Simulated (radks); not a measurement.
**Valence configurations of Zn⁺**

NIST gives [Ar] 3d10 4s1 as the ground configuration of Zn⁺. Does this level of theory agree? Several fillings of the valence shells are run.

Program: radks (a radial shooting solver on a logarithmic mesh, Libxc functionals) version 1. Level of theory: scalar-relativistic Kohn-Sham, PBE, spin-polarised, spherical densities, finite nucleus; open shells are filled with parallel spins first. These are calculated values, not measurements, unless marked.

## 1. The atom as given

* element: zinc (Z = 30)
* charge: +1
* electrons: 29
* configuration: [Ar] 3d10 4s1
* nuclear rms radius: 3.9283 fm
* others tried: 3d9.5 4s1.5; 3d8.5 4s1.5 4p1; 3d10 4p1; 3d9.5 4s0.5 4p1; 3d9 4s1 4p1; 3d10 4s0.5 4p0.5; 3d9 4s2; 3d8 4s1 4p2; 3d8.5 4s0.5 4p2

Outer shells as boxes (Hund's rule):

Zn⁺
```
[Ar] core
3d [↑↓][↑↓][↑↓][↑↓][↑↓]
4s [↑ ]
```

## 2. [Ar] 3d10 4s1

The run's settings:

```text
Z 30
configuration [Ar] 3d10 4s1
relativity scalar-relativistic
functional pbe,pbe
spin polarised
nucleus finite rms 3.9283 fm
c 137.035999084
```

## 3. [Ar] 3d9.5 4s1.5

Settings, as their differences from step 2:

```diff
@@ -1,3 +1,3 @@
 Z 30
-configuration [Ar] 3d10 4s1
+configuration [Ar] 3d9.5 4s1.5
 relativity scalar-relativistic
```

## 4. [Ar] 3d8.5 4s1.5 4p1

The run's settings:

```text
Z 30
configuration [Ar] 3d8.5 4s1.5 4p1
relativity scalar-relativistic
functional pbe,pbe
spin polarised
nucleus finite rms 3.9283 fm
c 137.035999084
```

## 5. [Ar] 3d10 4p1

The run's settings:

```text
Z 30
configuration [Ar] 3d10 4p1
relativity scalar-relativistic
functional pbe,pbe
spin polarised
nucleus finite rms 3.9283 fm
c 137.035999084
```

## 6. [Ar] 3d9.5 4s0.5 4p1

Settings, as their differences from step 5:

```diff
@@ -1,3 +1,3 @@
 Z 30
-configuration [Ar] 3d10 4p1
+configuration [Ar] 3d9.5 4s0.5 4p1
 relativity scalar-relativistic
```

## 7. [Ar] 3d9 4s1 4p1

The run's settings:

```text
Z 30
configuration [Ar] 3d9 4s1 4p1
relativity scalar-relativistic
functional pbe,pbe
spin polarised
nucleus finite rms 3.9283 fm
c 137.035999084
```

## 8. [Ar] 3d10 4s0.5 4p0.5

The run's settings:

```text
Z 30
configuration [Ar] 3d10 4s0.5 4p0.5
relativity scalar-relativistic
functional pbe,pbe
spin polarised
nucleus finite rms 3.9283 fm
c 137.035999084
```

## 9. [Ar] 3d9 4s2

The run's settings:

```text
Z 30
configuration [Ar] 3d9 4s2
relativity scalar-relativistic
functional pbe,pbe
spin polarised
nucleus finite rms 3.9283 fm
c 137.035999084
```

## 10. [Ar] 3d8 4s1 4p2

Settings, as their differences from step 9:

```diff
@@ -1,3 +1,3 @@
 Z 30
-configuration [Ar] 3d9 4s2
+configuration [Ar] 3d8 4s1 4p2
 relativity scalar-relativistic
```

## 11. [Ar] 3d8.5 4s0.5 4p2

The run's settings:

```text
Z 30
configuration [Ar] 3d8.5 4s0.5 4p2
relativity scalar-relativistic
functional pbe,pbe
spin polarised
nucleus finite rms 3.9283 fm
c 137.035999084
```

Before running it: what results should come out? Wanted: for each run, valence; E − E(NIST configuration); moment; highest level; its energy; 1s shift.

The runs gave:

```csv
valence,E − E(NIST configuration) (eV),moment (μB),highest level,its energy (eV),1s shift (eV)
3d10 4s1,0.000,1,4s up,-14.521,+0.00
3d10 4s0.5 4p0.5,3.165,1,4p up,-8.671,-0.92
3d9.5 4s1.5,3.550,1,4s down,-14.573,-3.68
3d10 4p1,6.365,1,4p up,-9.105,-1.82
3d9 4s2,8.021,1,4s down,-15.788,-7.67
3d9.5 4s0.5 4p1,9.696,2,4p up,-9.829,-5.39
3d9 4s1 4p1,13.871,3,4p up,-10.539,-9.27
3d8.5 4s1.5 4p1,20.160,3,4p up,-11.016,-13.62
3d8.5 4s0.5 4p2,26.680,4,4p up,-11.964,-15.09
3d8 4s1 4p2,33.242,5,4p up,-12.633,-19.52
```

What this shows: Theory agrees with NIST among these: the next, 3d10 4s0.5 4p0.5, lies 3.165 eV higher. The energies are those of spherical high-spin densities, not of single terms. The 1s eigenvalue shifts by up to 19.52 eV as the valence charge is rearranged.
